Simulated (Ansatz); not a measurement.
# ScO (sextet): from Hartree-Fock to the top rungs, def2-SVP

The task here is to estimate one member of a computed series from the others.

The runs use Ansatz 0.2.0, Gaussian basis; def2-SVP, core rule «outside noble gas», up to 10 orbitals frozen.

The runs, in order: UHF; CCSD(T) on ROHF; CCSD(T) on UHF; CISD; CCSDT(Q) on ROHF; CCSDT(Q) on UHF; CCSDTQ on ROHF.

17 further runs of the same task are left out: 12 for a known fault of the program, 5 set aside as unsound or not needed.

## What is computed

The geometry is a PBE0/def2-TZVP stationary point (not a proven minimum) of the parent state, kept for this charge and spin.

2 atoms, charge 0, spin multiplicity 6.

Atoms are counted from 1 here; the program's logs count them from 0.

Bond lengths: Sc1–O2 1.945 Å.

Set-up of the first run:

Contents of in.yaml:

```yaml
crystal:
  periodic: [false, false, false]
  atoms:
    - {symbol: Sc, position_ang: [0.000000, 0.000000, 0.000000]}
    - {symbol: O, position_ang: [0.000000, 0.000000, 1.944800]}
basis:
  gaussian: {orbitals: def2-SVP}
magnetization: {spin_polarized: true, initial_magnetization: 5}
hamiltonian: {xc: hf}
output: {orbitals: {seedname: orbitals}}
```

Command:

```sh
> ansatz run in.yaml --threads 1 --pin off --events-out ev --progress --plain --max-ram 2816MiB --backend cpu
```

Steps of the session up to this table: UHF; CCSD(T) on ROHF; CCSD(T) on UHF; CISD; CCSDT(Q) on ROHF; CCSDT(Q) on UHF; CCSDTQ on ROHF.

One table of the session follows, with a row left open; its other results are not shown here.

It belongs to the step «Misses and costs». 

| method | from RCCSDTQ (kcal/mol) |
| --- | --- |
| ROHF | ? |
| UHF | +86.42 |
| RMP2 | +15.21 |
| UMP2 | +13.92 |
| RCCSD | +1.88 |
| UCCSD | +0.64 |
| RCCSD(T) | +0.81 |
| UCCSD(T) | -0.37 |
| RCCSDT | +0.12 |
| UCCSDT | -0.79 |
| RCCSDT(Q) | +0.04 |
| UCCSDT(Q) | -0.85 |
| RCCSDTQ | 0 |

Estimate the missing values for ROHF.

**Answer.** from RCCSDTQ (kcal/mol): +90.82. In the column «from RCCSDTQ (kcal/mol)» it is the highest.

To keep in mind: Restricted and unrestricted rows rest on different reference determinants; where their highest levels disagree by more than a few hundredths of an eV, they describe different states and don't form one ladder.
